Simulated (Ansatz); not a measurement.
# Ge23H30 ring rod (Ge23H30): structure and electronic state

Aim: characterise Ge23H30 ring rod (Ge23H30) as a singlet: its structure, frontier levels and distribution of charge.

Method: RKS PBE0-D4/def2-SVP; program: Ansatz 0.2.0, Gaussian basis.

The runs, in order: relaxation at PBE-D4/def2-SVP; a single point at PBE0-D4/def2-SVP.

1 further run of the same task is left out (set aside as unsound or not needed).

## (1) Where the work starts

53 atoms, charge 0, spin multiplicity 1.

Atoms are counted from 1 here; the program's logs count them from 0.

Bond lengths: Ge1–Ge2 2.411 Å, Ge1–Ge4 2.422 Å, Ge1–H24 1.519 Å, Ge1–H25 1.519 Å, Ge2–Ge6 2.448 Å, Ge2–H26 1.521 Å, Ge2–H27 1.521 Å, Ge3–Ge4 2.453 Å, Ge3–Ge5 2.469 Å, Ge3–Ge15 2.427 Å, Ge3–H28 1.536 Å, Ge4–Ge11 2.453 Å, Ge4–H29 1.538 Å, Ge5–Ge6 2.489 Å, Ge5–Ge16 2.465 Å, Ge5–H30 1.538 Å, Ge6–Ge8 2.477 Å, Ge6–Ge12 2.490 Å and more. Angles: Ge2–Ge1–Ge4 110.6°, Ge2–Ge1–H24 110.9°, Ge2–Ge1–H25 110.8°, Ge4–Ge1–H24 111.1°, Ge4–Ge1–H25 111.0°, H24–Ge1–H25 102.1°, Ge1–Ge2–Ge6 111.9°, Ge1–Ge2–H26 111.2°, Ge1–Ge2–H27 111.2°, Ge6–Ge2–H26 110.1°, Ge6–Ge2–H27 110.2°, H26–Ge2–H27 101.9°, Ge4–Ge3–Ge5 108.3°, Ge4–Ge3–Ge15 112.4°, Ge4–Ge3–H28 109.3°, Ge5–Ge3–Ge15 109.2°, Ge5–Ge3–H28 108.6°, Ge15–Ge3–H28 109.0° and more.

The start is a GFN2-xTB geometry.

## (2) Optimising with PBE-D4/def2-SVP

File in.yaml:

```yaml
crystal:
  periodic: [false, false, false]
  atoms:
    - {symbol: Ge, position_ang: [-3.465520, -1.993240, -3.737930]}
    - {symbol: Ge, position_ang: [-3.476790, -2.007080, -1.326760]}
    - {symbol: Ge, position_ang: [0.567900, -1.927290, -3.786920]}
    - {symbol: Ge, position_ang: [-1.495410, -0.860390, -4.575960]}
    - {symbol: Ge, position_ang: [0.552120, -1.910990, -1.317700]}
    - {symbol: Ge, position_ang: [-1.515790, -0.874110, -0.398250]}
    - {symbol: Ge, position_ang: [0.613230, -1.943510, 2.984170]}
    - {symbol: Ge, position_ang: [-1.345750, -0.776010, 2.070660]}
    - {symbol: Ge, position_ang: [0.483540, -2.028610, 5.404770]}
    - {symbol: Ge, position_ang: [-1.394200, -0.805530, 6.263860]}
    - {symbol: Ge, position_ang: [-1.383060, 1.460130, -3.788700]}
    - {symbol: Ge, position_ang: [-1.378370, 1.435360, -1.319620]}
    - {symbol: Ge, position_ang: [-1.375220, 1.504690, 2.985300]}
    - {symbol: Ge, position_ang: [-1.498740, 1.434430, 5.406750]}
    - {symbol: Ge, position_ang: [2.560200, -0.788780, -4.578350]}
    - {symbol: Ge, position_ang: [2.543240, -0.792480, -0.390620]}
    - {symbol: Ge, position_ang: [2.580360, -0.815030, 2.066380]}
    - {symbol: Ge, position_ang: [2.599330, 1.497470, -3.774810]}
    - {symbol: Ge, position_ang: [0.602010, 2.611670, -4.578220]}
    - {symbol: Ge, position_ang: [2.587570, 1.490610, -1.314590]}
    - {symbol: Ge, position_ang: [0.587860, 2.596240, -0.392960]}
    - {symbol: Ge, position_ang: [2.546260, 1.473510, 2.874960]}
    - {symbol: Ge, position_ang: [0.582070, 2.646820, 2.063830]}
    - {symbol: H, position_ang: [-3.561070, -3.406060, -4.288930]}
    - {symbol: H, position_ang: [-4.732740, -1.353810, -4.279190]}
    - {symbol: H, position_ang: [-3.565200, -3.425860, -0.786320]}
    - {symbol: H, position_ang: [-4.752080, -1.383640, -0.779540]}
    - {symbol: H, position_ang: [0.600210, -3.386220, -4.266870]}
    - {symbol: H, position_ang: [-1.510240, -0.871550, -6.114080]}
    - {symbol: H, position_ang: [0.595510, -3.371460, -0.837360]}
    - {symbol: H, position_ang: [0.587520, -3.379490, 2.432170]}
    - {symbol: H, position_ang: [-2.592020, -1.494980, 2.629010]}
    - {symbol: H, position_ang: [0.557350, -3.448870, 5.937610]}
    - {symbol: H, position_ang: [1.759480, -1.419540, 5.971070]}
    - {symbol: H, position_ang: [-2.664710, -1.531190, 5.854300]}
    - {symbol: H, position_ang: [-1.478620, -0.854860, 7.777420]}
    - {symbol: H, position_ang: [-2.629120, 2.217070, -4.270870]}
    - {symbol: H, position_ang: [-2.619790, 2.207120, -0.840190]}
    - {symbol: H, position_ang: [-2.635070, 2.199310, 2.439760]}
    - {symbol: H, position_ang: [-2.679720, 2.218740, 5.950670]}
    - {symbol: H, position_ang: [-0.318530, 2.221550, 5.961900]}
    - {symbol: H, position_ang: [2.677500, -0.856050, -6.091230]}
    - {symbol: H, position_ang: [3.799540, -1.547260, -4.131710]}
    - {symbol: H, position_ang: [3.775470, -1.551970, -0.916750]}
    - {symbol: H, position_ang: [3.859700, -1.502110, 2.565160]}
    - {symbol: H, position_ang: [3.848780, 2.216780, -4.302280]}
    - {symbol: H, position_ang: [0.601940, 2.746770, -6.091410]}
    - {symbol: H, position_ang: [0.566640, 4.063530, -4.129530]}
    - {symbol: H, position_ang: [3.838840, 2.213840, -0.784570]}
    - {symbol: H, position_ang: [0.549210, 4.042540, -0.920600]}
    - {symbol: H, position_ang: [2.590290, 1.499540, 4.397570]}
    - {symbol: H, position_ang: [3.826120, 2.210330, 2.516140]}
    - {symbol: H, position_ang: [0.627960, 4.099910, 2.559370]}
basis:
  gaussian: {orbitals: def2-SVP, fitting: {mean_field: def2-universal-jkfit}}
hamiltonian: {xc: pbe, dispersion: d4}
scf: {lower_state_search: "off"}
output: {orbitals: {seedname: orbitals}}
relax: {f_tol: 0.03, max_steps: 70}
```

On the command line:

```sh
ansatz run in.yaml --threads 11 --pin off --events-out ev --progress --plain --max-ram 120832MiB --backend cuda --devices 0, --max-vram 75GiB
```

Further steps of the session: Single point, PBE0-D4/def2-SVP.

Q: Predict the results of all the runs planned. Wanted: point group; commonest bond, hydrogen aside; HOMO, LUMO at PBE0-D4/def2-SVP; dipole at PBE-D4/def2-SVP.

As calculated:

| quantity | value |
| --- | --- |
| point group | Cs |
| commonest bond, hydrogen aside | Ge–Ge, 31 of mean length 2.453 Å |
| HOMO, LUMO at PBE0-D4/def2-SVP | -6.75, -1.40 eV |
| dipole at PBE-D4/def2-SVP | 0.01 D |

What this shows: The molecule keeps its bonding pattern by the stored test; the atoms moved 0.09 Å (rms). No usable vibrations, so a minimum isn't proven. Whether this spin is the lowest isn't tested here. The point group is read from a loosely relaxed geometry; soft torsions can leave it below the true symmetry.
